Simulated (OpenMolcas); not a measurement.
# Ti²⁺ among point charges: CASSCF and CASPT2 levels and susceptibility

How does a field of 6 point charges split the states of Ti²⁺, and what χT follows?

Method: state-averaged CASSCF and CASPT2, spin-orbit coupling by RASSI with atomic mean-field integrals. Code: OpenMolcas 26.06.

**1. The system**

```
Species                           : Ti²⁺ (titanium, Z = 22, 20 electrons)
Basis                             : ANO-RCC-VDZP [5s4p2d1f], 34 functions
Scalar Hamiltonian                : DKH2, point nucleus
Inactive shells                   : 1s 2s 2p 3s 3p
Active space                      : 2 electrons in 5 orbitals (3d)
Some configurations of this space : 3d2
Orbitals                          : optimised for each spin and parity, averaged over all roots
```

The outer shells:

3d2
```
3d [↑ ][↑ ][  ][  ][  ]
```

The ion sits among 6 point charges of -2.2 e arranged as an octahedron (Oh), 2.12 Å from the ion.

Each step is its own input file, run in one work folder so that later steps find the files of earlier ones. Labels, J, g values, rates, χT and fits are worked out afterwards by a script from the matrices that RASSI stores. The input lists half of the charges; inversion (Group=XYZ) makes the rest.

**2. Basis and integrals**

Contents of a.inp:

```
&GATEWAY
Coord
1

Ti 0.0 0.0 0.0
Basis=ANO-RCC-VDZP
Group=XYZ
NoMove
AngMom=0.0 0.0 0.0
AMFI
XField
3 Angstrom 0
2.120000 0.000000 0.000000 -2.200000
0.000000 2.120000 0.000000 -2.200000
0.000000 0.000000 2.120000 -2.200000
&SEWARD
```

Command:

```
> OMP_NUM_THREADS=1 MOLCAS_MEM=1689 MOLCAS_PROJECT=a pymolcas a.inp > a.log
```

The program printed:

```text
Basis set label: TI.ANO-RCC...5S4P2D1F.

      Electronic valence basis set:
      ------------------
      Associated Effective Charge  22.000000 au
      Associated Actual Charge     22.000000 au
      Nuclear Model: Point charge

      Shell  nPrim  nBasis  Cartesian Spherical Contaminant
         s      21       5        X
         p      15       4        X
         d      10       2                 X
         f       6       1                 X
                  Relativistic Douglas-Kroll-Hess integrals:
                    - DKH order of Hamiltonian: 2
                    - DKH order of Properties : 0
                  Atomic mean-field integrals
```

**3. CASSCF: triplets of even parity, 10 roots**

Contents of a.inp:

```
&RASSCF
FileOrb=start.orb
Symmetry=1
Spin=3
nActEl=2 0 0
Inactive=3 6
Ras2=5 0
CIRoot=10 10 1
SDav=10
CIMx=300
Iter=120 100
PrWF=0.3
OrbListing=Nothing
MaxOrb=0
>>> COPY $Project.JobIph JOB001
```

start.orb holds the contracted functions of the basis, ordered by shell, or the orbitals of the step before.

The program printed, cut to the lines that bear on the results:

```text
[...]
      Number of active orbitals                  5
[...]
      Spin quantum number                      1.0
[...]
      Active orbitals                            5   0
[...]
      Number of CSFs                            10
      Number of root(s) required                10
[...]
      Convergence after 10 iterations
[...]
      Natural orbitals and occupation numbers for root  1
      sym 1:  -0.000000   0.943307   0.056693   0.943307   0.056693
      Natural orbitals and occupation numbers for root  2
      sym 1:   0.039448   0.039448   0.960552   0.960552  -0.000000
      Natural orbitals and occupation numbers for root  3
      sym 1:   0.960552   0.960552   0.039448   0.039448   0.000000
::    RASSCF root number  1 Total energy:   -858.69687505
::    RASSCF root number  2 Total energy:   -858.69687505
::    RASSCF root number  3 Total energy:   -858.69687505
[...]
::    RASSCF root number  7 Total energy:   -858.60235695
::    RASSCF root number  8 Total energy:   -858.60235695
::    RASSCF root number  9 Total energy:   -858.60235695
::    RASSCF root number 10 Total energy:   -858.59772892
```

**4. Reference wave functions, singlets of even parity, 15 roots**

Contents of a.inp:

```
&RASSCF
FileOrb=start.orb
Symmetry=1
Spin=1
nActEl=2 0 0
Inactive=3 6
Ras2=5 0
CIRoot=15 15 1
SDav=15
CIMx=300
Iter=120 100
PrWF=0.3
OrbListing=Nothing
MaxOrb=0
>>> COPY $Project.JobIph JOB002
```

The program printed, cut to the lines that bear on the results:

```text
[...]
      Number of active orbitals                  5
[...]
      Spin quantum number                      0.0
[...]
      Active orbitals                            5   0
[...]
      Number of CSFs                            15
      Number of root(s) required                15
[...]
      Convergence after  8 iterations
[...]
      Natural orbitals and occupation numbers for root  1
      sym 1:   0.052413   0.947149   0.052586   0.947853   0.000000
      Natural orbitals and occupation numbers for root  2
      sym 1:   0.948159   0.052631   0.000000   0.946890   0.052320
      Natural orbitals and occupation numbers for root  3
      sym 1:   0.948177   0.946873   0.000000   0.052315   0.052635
::    RASSCF root number  1 Total energy:   -858.64771111
::    RASSCF root number  2 Total energy:   -858.64771111
::    RASSCF root number  3 Total energy:   -858.64771111
[...]
::    RASSCF root number 12 Total energy:   -858.58069474
::    RASSCF root number 13 Total energy:   -858.53124438
::    RASSCF root number 14 Total energy:   -858.53124438
::    RASSCF root number 15 Total energy:   -858.44780401
```

**5. State interaction with spin-orbit coupling**

Contents of a.inp:

```
&RASSI
NrOfJobIphs=2 10 15
1 2 3 4 5 6 7 8 9 10
1 2 3 4 5 6 7 8 9 10 11 12 13 14 15
IphNames
JOB001
JOB002
EJob
SpinOrbit
DIPRint=1.0
SOCoupling=1000.0
Subsets=2
Property=9
'ANGMOM' 1 'ANGMOM' 2 'ANGMOM' 3 'MLTPL  1' 1 'MLTPL  1' 2 'MLTPL  1' 3
'AMFI' 1 'AMFI' 2 'AMFI' 3
SOProperty=3
'ANGMOM' 1 'ANGMOM' 2 'ANGMOM' 3
```

Command:

```
> OMP_NUM_THREADS=1 MOLCAS_MEM=1689 MOLCAS_PROJECT=a pymolcas a.inp > a.log
```

The program printed, cut to the lines that bear on the results:

```text
SPIN-FREE ENERGIES:
  (Shifted by EMIN (a.u.) =       -858.6968750451)
 SF State       Relative EMIN(au)   Rel lowest level(eV)    D:o, cm**(-1)      L_eff
     1             0.0000000000        0.0000000000              0.0000         2.9
     2             0.0000000000        0.0000000000              0.0000         2.9
     3             0.0000000000        0.0000000000              0.0000         2.9
     4             0.0431720204        1.1747705222           9475.1633         3.0
     5             0.0431720204        1.1747705222           9475.1633         3.0
     6             0.0431720204        1.1747705222           9475.1633         3.0
    11             0.0491639352        1.3378188313          10790.2366         2.8
    12             0.0491639352        1.3378188313          10790.2366         2.8
    13             0.0491639352        1.3378188313          10790.2366         2.8
    14             0.0506001800        1.3769010420          11105.4559         3.0
[...]
Eigenvalues of complex Hamiltonian:
   -----------------------------------
  (Shifted by EMIN (a.u.) =       -858.6968750451)
 SO State       Relative EMIN(au)   Rel lowest level(eV)    D:o, cm**(-1)     J-value
     1            -0.0003692971        0.0000000000              0.0000         2.1
     2            -0.0003692971        0.0000000000              0.0000         2.2
     3            -0.0003570814        0.0003324062              2.6810         2.1
     4            -0.0003570814        0.0003324062              2.6810         2.2
     5            -0.0003570814        0.0003324062              2.6810         2.2
     6             0.0003378923        0.0192436031            155.2101         2.2
     7             0.0003378923        0.0192436031            155.2101         3.1
     8             0.0003378923        0.0192436031            155.2101         3.1
     9             0.0006875923        0.0287594257            231.9604         3.1
    10             0.0429331231        1.1783188810           9503.7827         2.3
    11             0.0429741831        1.1794361808           9512.7943         2.4
[...]
```

These steps: 4.7 s of run time, 1 thread of Arm Neoverse V2, shared host.

Spin-free states, with their symmetry labels:

```csv
state,degeneracy,E (cm-1),free-ion L (%)
3T1,3,0,F (95)
3T2,3,9475,F (100)
1T2,3,10790,D (65)
1E,2,11105,D (53)
3T1,3,20744,P (95)
3A2,1,21760,F (100)
1A1,1,21786,G (76)
1T2,3,22836,G (65)
1T1,3,25499,G (100)
1E,2,36352,G (53)
1A1,1,54665,S (76)
```

With spin-orbit coupling:

```tsv
E (cm-1)	Degeneracy	Label	2S+1
0.0	2	E	3
2.7	3	T2	3
155.2	3	T1	3
232.0	1	A1	3
9504	1	A2	3
9513	3	T2	3
9583	3	T1	3
9585	2	E	3
10887	3	T2	1
11185	2	E	1
20714	1	A1	3
20776	3	T1	3
20874	3	T2	3
20877	2	E	3
21831	3	T2	3
21878	1	A1	1
22933	3	T2	1
25580	3	T1	1
36435	2	E	1
54748	1	A1	1
```

Powder χT (cm³ K/mol): 0.06 at 2 K, 0.10 at 5 K, 0.13 at 10 K, 0.20 at 20 K, 0.39 at 50 K, 0.67 at 100 K, 0.87 at 150 K, 1.00 at 200 K, 1.09 at 250 K, 1.15 at 300 K.

A ligand-field fit to the states below 45000 cm-1 gives 10Dq = 12115 cm-1, B = 785 cm-1 and C = 3102 cm-1 (C/B = 3.95), with a deviation of 564 cm-1.

Orbitals of the lowest block (energies include the constant potential of the surroundings):

| shell | space | energy (hartree) | mean occupation | ⟨r²⟩ (bohr²) |
| --- | --- | --- | --- | --- |
| 1s | inactive | -181.7367 | 2.000 | 0.00647 |
| 2s | inactive | -18.9843 | 2.000 | 0.123 |
| 2p | inactive | -15.1552 | 6.000 | 0.102 |
| 3s | inactive | -0.2242 | 2.000 | 1.16 |
| 3p | inactive | 0.8802 | 6.000 | 1.38 |
| 3d | RAS2 |  | 2.000 | 2.99 |

**6. CASPT2: IPEA 0.25, imaginary shift 0.1 (closed shells correlated: 3s 3p)**

Contents of a.inp:

```
>>> COPY JOB001 $Project.JobIph
&CASPT2
Multistate=10 1 2 3 4 5 6 7 8 9 10
NoMult
Frozen=2 3
IPEA=0.25
Imaginary=0.1
MaxIter=60
WThr=0.0 0.3 0.05
PrWF=0.5
NoMix
>>> COPY JOB002 $Project.JobIph
&CASPT2
Multistate=15 1 2 3 4 5 6 7 8 9 10 11 12 13 14 15
NoMult
Frozen=2 3
IPEA=0.25
Imaginary=0.1
MaxIter=60
WThr=0.0 0.3 0.05
PrWF=0.5
NoMix
```

The program printed:

```text
Orbital specifications:
      -----------------------

      Symmetry species                           1   2
                                                ag  au
      Frozen orbitals                            2   3
      Inactive orbitals                          1   3
      Active orbitals                            5   0
      Secondary orbitals                         7  13
      Deleted orbitals                           0   0
      Number of basis functions                 15  19
Type of calculation                        SS-CASPT2
      Fock operator                              state-specific
      IPEA shift                                 0.25
      Real shift                                 0.00
      Imaginary shift                            0.10
      The input orbitals will be transformed to quasi-canonical
Reference energy:        -858.6968750451
      E2 (Non-variational):      -0.2390891584
      Shift correction:          -0.0001662573
      E2 (Variational):          -0.2392554158
      Total energy:            -858.9361304608
      Residual norm:              0.0000004086
      Reference weight:           0.94976
      Contributions to the CASPT2 correlation energy
      Active & Virtual Only:         -0.0083605287
      One Inactive Excited:          -0.0763174118
      Two Inactive Excited:          -0.1544112179
Reference energy:        -858.6968750451
      E2 (Non-variational):      -0.2390687255
      Shift correction:          -0.0001699583
      E2 (Variational):          -0.2392386837
      Total energy:            -858.9361137288
      Residual norm:              0.0000004722
      Reference weight:           0.94961
      Contributions to the CASPT2 correlation energy
      Active & Virtual Only:         -0.0084661507
      One Inactive Excited:          -0.0762740004
      Two Inactive Excited:          -0.1543285743
::    CASPT2 Root  1     Total energy:   -858.93613046
::    CASPT2 Root  2     Total energy:   -858.93611373
::    CASPT2 Root  3     Total energy:   -858.93611371
::    CASPT2 Root  4     Total energy:   -858.88705821
::    CASPT2 Root  5     Total energy:   -858.88703882
::    CASPT2 Root  6     Total energy:   -858.88609391
::    CASPT2 Root  7     Total energy:   -858.84746871
::    CASPT2 Root  8     Total energy:   -858.84746876
::    CASPT2 Root  9     Total energy:   -858.84633762
::    CASPT2 Root 10     Total energy:   -858.82633496
Orbital specifications:
      -----------------------

      Symmetry species                           1   2
                                                ag  au
      Frozen orbitals                            2   3
      Inactive orbitals                          1   3
      Active orbitals                            5   0
      Secondary orbitals                         7  13
      Deleted orbitals                           0   0
      Number of basis functions                 15  19
Type of calculation                        SS-CASPT2
      Fock operator                              state-specific
      IPEA shift                                 0.25
      Real shift                                 0.00
      Imaginary shift                            0.10
      The input orbitals will be transformed to quasi-canonical
Reference energy:        -858.6477111098
      E2 (Non-variational):      -0.2494922738
      Shift correction:          -0.0002662490
      E2 (Variational):          -0.2497585228
      Total energy:            -858.8974696326
      Residual norm:              0.0000006362
      Reference weight:           0.94352
      Contributions to the CASPT2 correlation energy
      Active & Virtual Only:         -0.0148179025
      One Inactive Excited:          -0.0767632623
      Two Inactive Excited:          -0.1579111090
Reference energy:        -858.6477111097
      E2 (Non-variational):      -0.2495654916
      Shift correction:          -0.0002678161
      E2 (Variational):          -0.2498333077
      Total energy:            -858.8975444174
      Residual norm:              0.0000004956
      Reference weight:           0.94337
      Contributions to the CASPT2 correlation energy
      Active & Virtual Only:         -0.0148997349
      One Inactive Excited:          -0.0767545923
      Two Inactive Excited:          -0.1579111644
::    CASPT2 Root  1     Total energy:   -858.89746963
::    CASPT2 Root  2     Total energy:   -858.89754442
::    CASPT2 Root  3     Total energy:   -858.89754448
::    CASPT2 Root  4     Total energy:   -858.89429780
::    CASPT2 Root  5     Total energy:   -858.89425111
::    CASPT2 Root  6     Total energy:   -858.85682290
::    CASPT2 Root  7     Total energy:   -858.83658574
::    CASPT2 Root  8     Total energy:   -858.83658521
::    CASPT2 Root  9     Total energy:   -858.83659178
::    CASPT2 Root 10     Total energy:   -858.82328122
::    CASPT2 Root 11     Total energy:   -858.82324546
::    CASPT2 Root 12     Total energy:   -858.82333614
::    CASPT2 Root 13     Total energy:   -858.77063912
::    CASPT2 Root 14     Total energy:   -858.77064608
::    CASPT2 Root 15     Total energy:   -858.71349066
```

Time for this run: 1.5 s (1 thread of Arm Neoverse V2, shared host).

SS-CASPT2: lowest energy less the reference's lowest, -0.2392 hartree; reference weights 0.930 to 0.956.

Spin-free states, with their symmetry labels:

```
state  degeneracy  E (cm-1)  free-ion L (%)
  3T1           3         0          F (95)
  1T2           3      8472          D (65)
   1E           2      9184          D (53)
  3T2           3     10840         F (100)
  1A1           1     17404          G (76)
  3T1           3     19539          P (95)
  1T2           3     21845          G (65)
  3A2           1     24095         F (100)
  1T1           3     24764         G (100)
   1E           2     36318          G (53)
  1A1           1     48861          S (76)
```

With spin-orbit coupling:

```tsv
E (cm-1)	Degeneracy	Label	2S+1
0	2	E	3
2	3	T2	3
160	3	T1	3
230	1	A1	3
8540	3	T2	1
9260	2	E	1
10870	1	A2	3
10900	3	T2	3
10950	3	T1	3
10950	2	E	3
17480	1	A1	1
19520	1	A1	3
19570	3	T1	3
19670	3	T2	3
19670	2	E	3
21920	3	T2	1
24180	3	T2	3
24850	3	T1	1
36400	2	E	1
48940	1	A1	1
```

Powder χT (cm³ K/mol): 0.07 at 2 K, 0.10 at 5 K, 0.13 at 10 K, 0.20 at 20 K, 0.39 at 50 K, 0.67 at 100 K, 0.87 at 150 K, 1.00 at 200 K, 1.09 at 250 K, 1.15 at 300 K.

A ligand-field fit to the states below 45000 cm-1 gives 10Dq = 13410 cm-1, B = 623 cm-1 and C = 2640 cm-1 (C/B = 4.24), with a deviation of 636 cm-1.

**7. The methods side by side**

A. CASSCF
B. SS-CASPT2, IPEA 0.25, imaginary shift 0.1 (closed shells correlated: 3s 3p)

```csv
method,ground state,first state of that spin (cm-1),first gap with spin-orbit (cm-1),χT at 300 K
A,3T1,3T2 9475,2.7,1.15
B,3T1,3T2 10840,2.4,1.15
```

**8. Results**

| quantity | value |
| --- | --- |
| method | SS-CASPT2, IPEA 0.25, imaginary shift 0.1 (closed shells correlated: 3s 3p) |
| spin-free ground state | 3T1, 3-fold in its orbital part |
| first state of the same spin within the active space | 3T2 at 10800 cm⁻¹ |
| lowest level | 2-fold E, g = 0.00, 0.00, 0.00 |
| next level | 2.4 cm⁻¹ |
| χT at 300 K | 1.15 cm³ K/mol |
| effective moment at 300 K | 3.04 μB |

Cost by method:

| method | time of its own steps | time with the reference |
| --- | --- | --- |
| A. CASSCF | 4.7 s | 4.7 s |
| B. SS-CASPT2, IPEA 0.25, imaginary shift 0.1, +3s 3p | 1.5 s | 6.1 s |

Times are of one thread on a shared host.

What this shows: The spin-free ground state (3T1) comes to 95 % from free-ion F terms and keeps the highest spin of the shell. χT at 300 K is 1.15, against 1.00 cm³ K/mol for the spin alone, so orbital moment adds to it. A ligand-field fit to the states below 45000 cm-1 gives 10Dq = 13410 cm-1, B = 623 cm-1 and C = 2640 cm-1 (C/B = 4.24), with a deviation of 636 cm-1. CASPT2 does not keep the components of a term degenerate, and the means are used. The field of point charges can differ much from that of real complexes. Point charges carry no covalency, so the field is a model and not that of real ligands.
